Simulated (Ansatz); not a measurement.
**C6H18W: basis-set convergence**

How large a basis does C6H18W need? Two functionals are run in growing sets.

Method: one geometry, several basis sets; program: Ansatz 0.2.0, Gaussian basis.

Plan: PBE0-D4/def2-SVP; ωB97M-V/def2-SVP; PBE0-D4/def2-QZVPP; ωB97M-V/def2-QZVPP; the functionals' def2-TZVPP values are taken from earlier runs.

1 further run of the same task is left out (it didn't finish).

### Step 1. Structure used throughout

The geometry comes from an earlier relaxation with PBE0-D4 in a triple-zeta def2 set; it is a stationary point, not always the lowest conformer. W takes the def2 core potential; no spin-orbit term is included.

SMILES `[CH3][W]([CH3])([CH3])([CH3])([CH3])[CH3]`, 25 atoms, charge 0, spin multiplicity 1.

Atoms are counted from 1 here; the program's logs count them from 0.

Bond lengths: C1–W2 2.126 Å, C1–H8 1.090 Å, C1–H9 1.100 Å, C1–H10 1.094 Å, W2–C3 2.126 Å, W2–C4 2.178 Å, W2–C5 2.178 Å, W2–C6 2.126 Å, W2–C7 2.178 Å, C3–H11 1.100 Å, C3–H12 1.094 Å, C3–H13 1.090 Å, C4–H14 1.088 Å, C4–H15 1.095 Å, C4–H16 1.097 Å, C5–H17 1.097 Å, C5–H18 1.088 Å, C5–H19 1.095 Å and more. Angles: W2–C1–H8 116.4°, W2–C1–H9 104.4°, W2–C1–H10 110.8°, H8–C1–H9 108.5°, H8–C1–H10 108.6°, H9–C1–H10 107.8°, C1–W2–C3 95.0°, C1–W2–C4 76.3°, C1–W2–C5 134.7°, C1–W2–C6 95.0°, C1–W2–C7 129.6°, C3–W2–C4 129.6°, C3–W2–C5 76.3°, C3–W2–C6 95.0°, C3–W2–C7 134.7°, C4–W2–C5 76.1°, C4–W2–C6 134.7°, C4–W2–C7 76.1° and more.

### Step 2. PBE0-D4 in def2-SVP

Contents of in.yaml:

```yaml
crystal:
  periodic: [false, false, false]
  atoms:
    - {symbol: C, position_ang: [0.830372, -1.257065, -1.651957]}
    - {symbol: W, position_ang: [0.186352, -0.059981, -0.016736]}
    - {symbol: C, position_ang: [1.105677, -1.268167, 1.472187]}
    - {symbol: C, position_ang: [-1.639125, -0.404838, -1.152793]}
    - {symbol: C, position_ang: [-1.352622, -0.253858, 1.511649]}
    - {symbol: C, position_ang: [1.794932, 1.324061, -0.153418]}
    - {symbol: C, position_ang: [-0.802317, 1.880257, -0.020047]}
    - {symbol: H, position_ang: [0.277034, -2.180576, -1.824966]}
    - {symbol: H, position_ang: [1.871332, -1.514328, -1.408631]}
    - {symbol: H, position_ang: [0.837763, -0.675777, -2.579062]}
    - {symbol: H, position_ang: [2.155546, -1.341957, 1.153886]}
    - {symbol: H, position_ang: [0.683384, -2.277695, 1.467617]}
    - {symbol: H, position_ang: [1.079550, -0.884933, 2.492692]}
    - {symbol: H, position_ang: [-2.526608, 0.134202, -0.829548]}
    - {symbol: H, position_ang: [-1.459652, -0.191547, -2.211320]}
    - {symbol: H, position_ang: [-1.832787, -1.481016, -1.059919]}
    - {symbol: H, position_ang: [-0.957642, 0.283892, 2.382919]}
    - {symbol: H, position_ang: [-2.333752, 0.150038, 1.273043]}
    - {symbol: H, position_ang: [-1.460440, -1.305992, 1.793727]}
    - {symbol: H, position_ang: [2.678378, 0.697722, -0.343693]}
    - {symbol: H, position_ang: [1.948028, 1.836622, 0.801211]}
    - {symbol: H, position_ang: [1.725129, 2.072936, -0.942914]}
    - {symbol: H, position_ang: [-1.875101, 1.883857, 0.158245]}
    - {symbol: H, position_ang: [-0.614411, 2.293522, -1.019142]}
    - {symbol: H, position_ang: [-0.319030, 2.540631, 0.706951]}
basis:
  gaussian: {orbitals: def2-SVP}
hamiltonian: {xc: pbe0, dispersion: d4}
output: {orbitals: {seedname: orbitals}}
```

Run with:

```
$ ansatz run in.yaml --threads 4 --pin off --events-out ev --progress --plain --max-ram 66560MiB --backend cpu
```

Further steps of the session: ωB97M-V in def2-SVP; PBE0-D4 in def2-QZVPP; ωB97M-V in def2-QZVPP.

**Question.** What will the summary of the whole plan be? Wanted: PBE0-D4: double and triple zeta above quadruple; ωB97M-V: double and triple zeta above quadruple.

The runs gave:

```
                                       quantity          value
PBE0-D4: double and triple zeta above quadruple  8.41, 0.44 eV
ωB97M-V: double and triple zeta above quadruple  9.06, 0.45 eV
```

**Reading.** PBE0-D4 gains 7.96 eV from double to triple zeta, then 0.44 eV more. These are total energies; as a rule much of such shifts cancels in differences, which this series doesn't test.
